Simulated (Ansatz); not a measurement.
# C₂H₆B₂O: basis-set convergence

An exercise on one series of results from a longer session: the logs are not shown, and one member is left open.

Program: Ansatz 0.2.0, Gaussian basis. Level of theory: one geometry, several basis sets. These are calculated values, not measurements.

The runs, in order: PBE0-D4/def2-SVP; ωB97M-V/def2-SVP; PBE0-D4/def2-QZVPP; ωB97M-V/def2-QZVPP; the functionals' def2-TZVPP values are taken from earlier runs.

### The geometry

The geometry comes from an earlier relaxation with PBE0-D4 in a triple-zeta def2 set; it is a stationary point, not always the lowest conformer.

SMILES `BBC(C)=O`, 11 atoms, charge 0, spin multiplicity 1.

Atoms are counted from 1 here; the program's logs count them from 0.

Bond lengths: B1–B2 1.634 Å, B1–H6 1.197 Å, B1–H7 1.201 Å, B2–C3 1.569 Å, B2–H8 1.201 Å, C3–C4 1.492 Å, C3–O5 1.218 Å, C4–H9 1.091 Å, C4–H10 1.094 Å, C4–H11 1.094 Å. Angles: B2–B1–H6 123.1°, B2–B1–H7 120.1°, H6–B1–H7 116.8°, B1–B2–C3 123.8°, B1–B2–H8 121.6°, C3–B2–H8 114.4°, B2–C3–C4 128.7°, B2–C3–O5 107.8°, C4–C3–O5 123.5°, C3–C4–H9 110.7°, C3–C4–H10 109.6°, C3–C4–H11 109.4°, H9–C4–H10 110.2°, H9–C4–H11 110.1°, H10–C4–H11 106.8°.

As a file:

```xyz
11
C2H6B2O
B    -0.3212    2.0840   -0.2735
B     0.5599    0.8492    0.3332
C    -0.0150   -0.5874    0.5914
C    -0.0210   -1.7674   -0.3210
O    -0.4806   -0.6056    1.7167
H    -1.1101    2.7056    0.3775
H    -0.1930    2.4089   -1.4224
H     1.6894    1.0067    0.7088
H    -0.4732   -2.6306    0.1687
H     1.0037   -2.0007   -0.6260
H    -0.5733   -1.5198   -1.2329
```

The first run:

in.yaml reads:

```yaml
crystal:
  periodic: [false, false, false]
  atoms:
    - {symbol: B, position_ang: [-0.321173, 2.084015, -0.273488]}
    - {symbol: B, position_ang: [0.559877, 0.849172, 0.333195]}
    - {symbol: C, position_ang: [-0.015011, -0.587447, 0.591432]}
    - {symbol: C, position_ang: [-0.020975, -1.767368, -0.321049]}
    - {symbol: O, position_ang: [-0.480582, -0.605576, 1.716702]}
    - {symbol: H, position_ang: [-1.110149, 2.705610, 0.377505]}
    - {symbol: H, position_ang: [-0.193005, 2.408882, -1.422359]}
    - {symbol: H, position_ang: [1.689386, 1.006713, 0.708778]}
    - {symbol: H, position_ang: [-0.473240, -2.630612, 0.168652]}
    - {symbol: H, position_ang: [1.003677, -2.000663, -0.626011]}
    - {symbol: H, position_ang: [-0.573306, -1.519826, -1.232857]}
basis:
  gaussian: {orbitals: def2-SVP}
hamiltonian: {xc: pbe0, dispersion: d4}
output: {orbitals: {seedname: orbitals}}
```

Command:

```
ansatz run in.yaml --threads 2 --pin off --events-out ev --progress --plain --max-ram 4352MiB
```

Steps of the session up to this table: PBE0-D4 in def2-SVP; ωB97M-V in def2-SVP; PBE0-D4 in def2-QZVPP; ωB97M-V in def2-QZVPP.

One of the session's tables, all rows but one given; the rest of the session is left out.

It belongs to the step «Functionals by basis». 

```
functional       basis  HOMO (eV)  LUMO (eV)
   PBE0-D4    def2-SVP      -7.10      -1.83
   PBE0-D4  def2-TZVPP      -7.19      -1.94
   PBE0-D4  def2-QZVPP          ?          ?
   ωB97M-V    def2-SVP      -9.38       0.20
   ωB97M-V  def2-TZVPP      -9.50      -0.04
   ωB97M-V  def2-QZVPP      -9.52      -0.10
```

Estimate the missing values for PBE0-D4, def2-QZVPP.

As computed: HOMO (eV): -7.21; LUMO (eV): -1.96. In the column «HOMO (eV)» it lies between ωB97M-V, def2-SVP (-9.38) and PBE0-D4, def2-TZVPP (-7.19).
